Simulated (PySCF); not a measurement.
Molecule: GaH3, in a box.

```
CELL_PARAMETERS angstrom
11.00000 0.00000 0.00000
0.00000 12.00000 0.00000
0.00000 0.00000 11.00000
ATOMIC_POSITIONS crystal
Ga 0.47540 0.51672 0.50295
H 0.58804 0.54661 0.58406
H 0.42399 0.39481 0.50248
H 0.41433 0.60869 0.42212
```

Base run:

| Property | Result |
| --- | --- |
| Program | PySCF 2.14.0 |
| Functional | M06-2X |
| Potentials or basis | def2-svp (all-electron) |
| k mesh | 1 × 1 × 1 |
| Occupations | fixed |
| Spin | no spin polarisation |

Its results: gap between the frontier levels 8.50 eV.

Problem. After a change of settings the same cell gave: gap between the frontier levels 4.68 eV. Which change was it?
A. functional from M06-2X to revTPSS; dispersion from none to D3
B. functional from M06-2X to PBE
C. functional from M06-2X to rSCAN; dispersion from none to D3(BJ)

Solution. B.

M06-2X gives the wider gap, since exact exchange removes part of the self-interaction.

Caveats: this is a molecule in a periodic box at the Γ point, so its band gap is the HOMO-LUMO gap; relativity is left out, which matters for the heavier elements; the basis of atomic orbitals isn't converged, which shifts pressures, moduli and gaps.
